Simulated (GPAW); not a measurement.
# AlIn (P6/mmm) in GPAW: notebook

Runs on AlIn. Level: PBE. Tasks: band structure.

All numbers are computed with GPAW 26.7.0; they aren't measurements. Logs are shortened: lines on timing, memory, paths and dates and some standing lists are left out, and cuts for length are marked. The log counts tension as positive stress, the text compression.

## Step 1: Starting point

It takes space group P6/mmm (No. 191, hexagonal). The conventional cell has a = 3.054 Å, b = 3.054 Å, c = 5.828 Å, α = 90.00°, β = 90.00°, γ = 120.00°. Around Al (site symmetry 6/mmm) lie 2 In at 2.91 Å and 6 Al at 3.05 Å. In (site symmetry 6/mmm) is surrounded by 2 Al at 2.91 Å and 6 In at 3.05 Å.

The cell was built by a generator and needn't be a form met in nature.

## Step 2: Band structure, PBE

run.py reads:

```python
from ase.dft.bandgap import bandgap
from ase.io import read, write
from ase.units import GPa
from gpaw import GPAW, PW

atoms = read('POSCAR')

calc = GPAW(mode=PW(600),
            xc='PBE',
            kpts={'size': (10, 10, 5), 'gamma': True},
            occupations={'name': 'fermi-dirac', 'width': 0.05},
            nbands=16,
            convergence={'density': 1e-05, 'energy': 1e-05},
            maxiter=150,
            txt='gpaw.txt')
atoms.calc = calc
energy = atoms.get_potential_energy()
forces = atoms.get_forces()
stress = atoms.get_stress()
calc.write('gs.gpw')
write('result.traj', atoms)
print(f'Energy: {energy:.6f} eV')
print('Forces (eV/A):')
print(forces.round(4))
print('Stress (GPa):', (stress / GPa).round(3))
print('Fermi level:', round(calc.get_fermi_level(), 4), 'eV')
print(f'Gap: {bandgap(calc)[0]:.4f} eV, direct: {bandgap(calc, direct=True)[0]:.4f} eV')

path = atoms.cell.bandpath('GMKGALHA,LM,KH', npoints=100, eps=1e-4)
bs_calc = calc.fixed_density(kpts=path, symmetry='off', nbands=27,
                             convergence={'bands': 'CBM+6.0', 'eigenstates': 1e-6}, txt='bands.txt')
bs = bs_calc.band_structure()
bs.write('bs.json')
print(f'Gap on the path: {bandgap(bs_calc)[0]:.4f} eV')
```

POSCAR reads:

```
AlIn
1.0
    3.0541337760      0.0000000000      0.0000000000
   -1.5270668880      2.6449574366      0.0000000000
    0.0000000000      0.0000000000      5.8280200000
Al In
1 1
Direct
    0.0000000000      0.0000000000      0.0000000000
    0.0000000000      0.0000000000      0.5000000000
```

Potentials or basis: GPAW PAW data sets (gpaw-data 1.2.1), pw.

Started as:

```sh
$ OMP_NUM_THREADS=1 python run.py
```

gpaw.txt:

```text
__  _  _
 | _ |_)|_||  |
 |__||  | ||/\| - 26.7.0

Input parameters:
  mode=PW(ecut=600.0),
  convergence={'density': 1e-05, 'energy': 1e-05},
  kpts=MonkhorstPack(size=(10, 10, 5), gamma=True),
  maxiter=150,
  nbands=16,
  occupations=Occupations(name='fermi-dirac', width=0.05),
  xc=XC(name='PBE')

Diagonalizing LCAO Hamiltonian
Converting LCAO to pw mode

       In

       Al

Atoms  # Å, Bohr magnetons
|   | symbol |        x |        y |        z |    initial magnetic moments |
|---|--------|----------|----------|----------|-----------------------------|
| 0 |     Al | 0.000000 | 0.000000 | 0.000000 | ( 0.0000,  0.0000,  0.0000) |
| 1 |     In | 0.000000 | 0.000000 | 2.914010 | ( 0.0000,  0.0000,  0.0000) |

Unit cell  # Å
| periodic |         x |        y |        z |  lengths |     angles |
|----------|-----------|----------|----------|----------|------------|
|      yes |  3.054134 | 0.000000 | 0.000000 | 3.054134 |  90.000000 |
|      yes | -1.527067 | 2.644957 | 0.000000 | 3.054134 |  90.000000 |
|      yes |  0.000000 | 0.000000 | 5.828020 | 5.828020 | 120.000000 |

Number of symmetries: 24
Symmetry operations  # r_c * U_cc + t_c -> r_c
|    | kind |            matrix            |
|----|------|------------------------------|
|  0 |  σ   |  1, 1, 0,  0,-1, 0,  0, 0, 1 |
|  1 |  C2  |  1, 1, 0,  0,-1, 0,  0, 0,-1 |
|  2 |  C6  |  1, 1, 0, -1, 0, 0,  0, 0, 1 |
|  3 |  S6  |  1, 1, 0, -1, 0, 0,  0, 0,-1 |
|  4 |  E   |  1, 0, 0,  0, 1, 0,  0, 0, 1 |
|  5 |  σ   |  1, 0, 0,  0, 1, 0,  0, 0,-1 |
|  6 |  σ   |  1, 0, 0, -1,-1, 0,  0, 0, 1 |
|  7 |  C2  |  1, 0, 0, -1,-1, 0,  0, 0,-1 |
|  8 |  σ   |  0, 1, 0,  1, 0, 0,  0, 0, 1 |
|  9 |  C2  |  0, 1, 0,  1, 0, 0,  0, 0,-1 |
| 10 |  C3  |  0, 1, 0, -1,-1, 0,  0, 0, 1 |
| 11 |  S3  |  0, 1, 0, -1,-1, 0,  0, 0,-1 |
| 12 |  C6  |  0,-1, 0,  1, 1, 0,  0, 0, 1 |
| 13 |  S6  |  0,-1, 0,  1, 1, 0,  0, 0,-1 |
| 14 |  σ   |  0,-1, 0, -1, 0, 0,  0, 0, 1 |
| 15 |  C2  |  0,-1, 0, -1, 0, 0,  0, 0,-1 |
| 16 |  σ   | -1, 0, 0,  1, 1, 0,  0, 0, 1 |
| 17 |  C2  | -1, 0, 0,  1, 1, 0,  0, 0,-1 |
| 18 |  C2  | -1, 0, 0,  0,-1, 0,  0, 0, 1 |
| 19 |  i   | -1, 0, 0,  0,-1, 0,  0, 0,-1 |
| 20 |  C3  | -1,-1, 0,  1, 0, 0,  0, 0, 1 |
| 21 |  S3  | -1,-1, 0,  1, 0, 0,  0, 0,-1 |
| 22 |  σ   | -1,-1, 0,  0, 1, 0,  0, 0, 1 |
| 23 |  C2  | -1,-1, 0,  0, 1, 0,  0, 0,-1 |

BZ-sampling:
  Number of BZ points: 500
  Number of IBZ points: 42

  Monkhorst-Pack size: [10, 10, 5]
  Monkhorst-Pack shift: [0.05, 0.05, 0.0]

K-points  # in reciprocal-cell coordinates
|     |                                coordinates |     weight |
|-----|--------------------------------------------|------------|
|   0 | (  0.00000000,   0.00000000,   0.00000000) | 0.00200000 |
|   1 | (  0.00000000,   0.00000000,   0.20000000) | 0.00400000 |
|   2 | (  0.00000000,   0.00000000,   0.40000000) | 0.00400000 |
|   3 | (  0.10000000,   0.00000000,   0.00000000) | 0.01200000 |
|   4 | (  0.10000000,   0.00000000,   0.20000000) | 0.02400000 |
|   5 | (  0.10000000,   0.00000000,   0.40000000) | 0.02400000 |
|   6 | (  0.20000000,  -0.10000000,   0.00000000) | 0.01200000 |
|   7 | (  0.20000000,  -0.10000000,   0.20000000) | 0.02400000 |
|   8 | (  0.20000000,  -0.10000000,   0.40000000) | 0.02400000 |
|   9 | (  0.20000000,   0.00000000,   0.00000000) | 0.01200000 |
| ... |                                            |            |
|  41 | (  0.50000000,   0.50000000,   0.40000000) | 0.01200000 |

Plane wave coefficients: 1596
Cutoff: 600.0 eV

Spin-components: 1 (collinear spins)
Bands:           16
Projectors:      11
Spin-degeneracy: 2
Datatype:        complex128

Parallelization:
  kpt:    1
  domain: 1
  band:   1

Density:
  Valence electrons: 16.0
  Components: 1
  Grid points: [18 18 35]
  Charge: 0.0  # |e|

Potential:
  Grid points: [18 18 35]

species:
  Al:
    name:    Aluminium
    Z:       13.0
    valence: 3
    core:    10
    charge:  0.0  # [|e|]
    compensation charges:
      type: gauss
      rc: 0.34  # [Å]
      lmax: 2
    cutoffs:
      filter: 1.91  # [Å]
      core: 2.36  # [Å]
    projectors
    | kind |    occ | energy [eV] | rcut [Å] |
    |------|--------|-------------|----------|
    |   3s |  2.000 |      -7.753 |    1.085 |
    |   3p |  1.000 |      -2.712 |    1.085 |
    |    s |        |      19.459 |    1.085 |
    |    p |        |      24.499 |    1.085 |
    |    d |        |       0.000 |    1.085 |

    Using partial waves for Al as LCAO basis

  In:
    name:    Indium
    Z:       49.0
    valence: 13
    core:    36
    charge:  0.0  # [|e|]
    compensation charges:
      type: gauss
      rc: 0.36  # [Å]
      lmax: 2
    cutoffs:
      filter: 2.09  # [Å]
      core: 2.48  # [Å]
    projectors
    | kind |    occ | energy [eV] | rcut [Å] |
    |------|--------|-------------|----------|
    |   5s |  2.000 |      -8.203 |    1.185 |
    |   5p |  1.000 |      -2.521 |    1.244 |
    |   4d | 10.000 |     -18.629 |    1.148 |
    |    s |        |      19.008 |    1.185 |
    |    p |        |      24.691 |    1.244 |
    |    d |        |       8.583 |    1.148 |

    Using partial waves for In as LCAO basis

Reference energy: -166578.842925  # eV

eigensolver:
  PPCG
  Converge bands: occupied
  niter=2

density mixing:
  MSR1-Mixer
  Pratt-step length: 0.05
  Maximum mixing coefficient: 0.75
  Old densities: 10
  SVD Regularization: 0.005
  Good broyden scale: 1.0
  Trust region scale: 1.0
  Backstep threshold: 4.0
  History deletion threshold: 6.0
  Fourier metric: weight=20.0, sigma=0.015

occupation numbers:
  Fermi-Dirac:
    width: 0.0500  # eV

poisson solver:
  ecut: 4800.0  # eV

xc functional:
  name: PBE with 2 nearest neighbor stencil

convergence criteria:
- Maximum integral of absolute [dens]ity change: 1e-05 electrons / valence electron
- Maximum [total energy] change in last 3 cyles: 1e-05 eV / valence electron
- Maximum integral of absolute [eigenst]ate change: 4e-08 eV^2 / valence electron
maximum number of iterations: 150

SCF iterations
|iter     | |      energy | eigst |  dens |
|---------|-|-------------|-------|-------|
|iter:   1| |   -6.129821 | -0.33 |       |
|iter:   2| |   -6.089116 | -2.49 | -1.35 |
|iter:   3| |   -5.998265 | -2.41 | -1.39 |
|iter:   4| |   -5.997670 | -3.23 | -1.77 |
|iter:   5| |   -5.996699 | -3.86 | -2.18 |
|iter:   6| |   -5.996649 | -5.17 | -2.78 |
|iter:   7| |   -5.996653c| -6.13 | -3.39 |
|iter:   8| |   -5.996653c| -7.74c| -4.38 |
|iter:   9| |   -5.996653c| -7.97c| -5.07c|

Converged in 9 steps
Energy contributions relative to reference atoms: (reference = -166578.842925)

Energy contributions:
  Kinetic:          12.378062
  Coulomb:         -10.364101
  Zero:              0.176218
  External:          0.000000
  Xc:               -8.178078
  Entropy:          -0.017508
  Spinorbit:         0.000000
  ----------------------------
  Free energy:      -6.005407
  Extrapolated:     -5.996653

dipole moment: (-7.791447, -13.495182, -10.038416)  # |e|*Ang

Fermi level: 5.945
Eigenvalues  # (at kpt = [0.000, 0.000, 0.000])
| band index |      eig [eV] | occ [0-2] |
|------------|---------------|-----------|
|          0 |        -8.851 |     2.000 |
|          1 |        -8.690 |     2.000 |
|          2 |        -8.690 |     2.000 |
|          3 |        -8.304 |     2.000 |
|          4 |        -8.304 |     2.000 |
|          5 |        -3.611 |     2.000 |
[... 8 lines left out ...]
|         14 |        20.086 |     0.000 |
|         15 |        20.093 |     0.000 |

No gap
No difference between direct/indirect transitions

Forces  # eV/Ang
|       x |        y |       z |
|---------|----------|---------|
| 0.00000 | -0.00000 | 0.00000 |  # Al   0
| 0.00000 | -0.00000 | 0.00000 |  # In   1

Stress tensor  # eV/Ang^3
|         x |         y |        z |
|-----------|-----------|----------|
|  0.000115 | -0.000000 | 0.000000 |
| -0.000000 |  0.000115 | 0.000000 |
|  0.000000 |  0.000000 | 0.006752 |

# Writing to gs.gpw (mode='')
```

It took 64 s on 1 thread of Arm Neoverse V1, shared host; peak memory 0.28 GiB.

What came out:

| Item | Value |
| --- | --- |
| Free energy | -6.0054 eV |
| Pressure | -0.4 GPa |
| Band gap along the path | none (metal or under the smearing width) |

Stress tensor (GPa, compression positive):
```
-0.02  0.00  0.00
 0.00 -0.02  0.00
 0.00  0.00 -1.08
```

Levels at the corners of the path, in eV from the Fermi level:
| point | band 6 | band 7 | band 8 | band 9 | band 10 | band 11 |
| --- | --- | --- | --- | --- | --- | --- |
| Γ | -9.56 | -5.50 | -3.90 | 7.54 | 9.29 | 10.15 |
| M | -4.15 | -3.50 | -0.52 | 0.17 | 0.20 | 3.52 |
| K | -2.86 | -1.48 | -1.48 | 1.15 | 1.54 | 1.54 |
| Γ | -9.56 | -5.50 | -3.90 | 7.54 | 9.29 | 10.15 |
| A | -8.81 | -7.87 | 0.75 | 1.34 | 10.80 | 10.80 |
| L | -3.17 | -3.04 | -2.66 | -2.16 | 5.26 | 5.80 |
| H | -1.96 | -1.63 | -0.53 | -0.53 | -0.30 | -0.30 |
| A | -8.81 | -7.87 | 0.75 | 1.34 | 10.80 | 10.80 |
| L | -3.17 | -3.04 | -2.66 | -2.16 | 5.26 | 5.80 |
| M | -4.15 | -3.50 | -0.52 | 0.17 | 0.20 | 3.52 |
| K | -2.86 | -1.48 | -1.48 | 1.15 | 1.54 | 1.54 |
| H | -1.96 | -1.63 | -0.53 | -0.53 | -0.30 | -0.30 |

Caveat: spin-orbit coupling is left out, which moves the levels of the heavy elements.

## Step 3: Band structure, PBE, spin-orbit coupling, no magnetisation

run.py, as its differences from that of step 2:

```diff
@@ -1 +1,2 @@
+import numpy as np
 from ase.dft.bandgap import bandgap
@@ -4,2 +5,3 @@
 from gpaw import GPAW, PW
+from gpaw.spinorbit import soc_eigenstates
 
@@ -34 +36,7 @@
 print(f'Gap on the path: {bandgap(bs_calc)[0]:.4f} eV')
+
+soc = soc_eigenstates(bs_calc, theta=90, phi=0)
+np.savetxt('soc_bands.dat', soc.eigenvalues(), fmt='%.4f')
+mesh = soc_eigenstates('gs.gpw', theta=90, phi=0)
+np.savetxt('soc_mesh.dat', mesh.eigenvalues(), fmt='%.4f')
+print('Fermi level with spin-orbit coupling:', round(mesh.fermi_level, 4), 'eV')
```

POSCAR is that of step 2.

Potentials or basis: GPAW PAW data sets (gpaw-data 1.2.1), pw.

Started as:

```sh
$ OMP_NUM_THREADS=1 python run.py
```

Run time: 65 s. Hardware: 1 thread of Arm Neoverse V1, shared host; peak memory 0.32 GiB.

It converged, with:

- Free energy: -6.0054 eV
- Pressure: -0.4 GPa
- Band gap along the path: none (metal or under the smearing width)

Stress tensor (GPa, compression positive):
```
-0.02  0.00  0.00
 0.00 -0.02  0.00
 0.00  0.00 -1.08
```

Levels at the corners of the path, in eV from the Fermi level:
| point | band 12 | band 13 | band 14 | band 15 | band 16 | band 17 | band 18 | band 19 | band 20 | band 21 |
| --- | --- | --- | --- | --- | --- | --- | --- | --- | --- | --- |
| Γ | -9.55 | -5.50 | -5.50 | -3.89 | -3.89 | 7.52 | 7.52 | 9.29 | 9.29 | 10.07 |
| M | -4.15 | -3.50 | -3.50 | -0.53 | -0.53 | 0.18 | 0.18 | 0.21 | 0.21 | 3.53 |
| K | -2.85 | -1.55 | -1.55 | -1.42 | -1.42 | 1.08 | 1.08 | 1.51 | 1.51 | 1.65 |
| Γ | -9.55 | -5.50 | -5.50 | -3.89 | -3.89 | 7.52 | 7.52 | 9.29 | 9.29 | 10.07 |
| A | -8.80 | -7.86 | -7.86 | 0.75 | 0.75 | 1.35 | 1.35 | 10.78 | 10.78 | 10.82 |
| L | -3.16 | -3.05 | -3.05 | -2.65 | -2.65 | -2.16 | -2.16 | 5.24 | 5.24 | 5.80 |
| H | -1.96 | -1.63 | -1.63 | -0.54 | -0.54 | -0.52 | -0.52 | -0.43 | -0.43 | -0.17 |
| A | -8.80 | -7.86 | -7.86 | 0.75 | 0.75 | 1.35 | 1.35 | 10.78 | 10.78 | 10.82 |
| L | -3.16 | -3.05 | -3.05 | -2.65 | -2.65 | -2.16 | -2.16 | 5.24 | 5.24 | 5.80 |
| M | -4.15 | -3.50 | -3.50 | -0.53 | -0.53 | 0.18 | 0.18 | 0.21 | 0.21 | 3.53 |
| K | -2.85 | -1.55 | -1.55 | -1.42 | -1.42 | 1.08 | 1.08 | 1.51 | 1.51 | 1.65 |
| H | -1.96 | -1.63 | -1.63 | -0.54 | -0.54 | -0.52 | -0.52 | -0.43 | -0.43 | -0.17 |

Caveat: spin-orbit coupling was added after a scalar SCF, so levels and gaps hold it while energy, forces, pressure and moments don't; this program's spin-orbit splittings come out too wide for heavy elements.
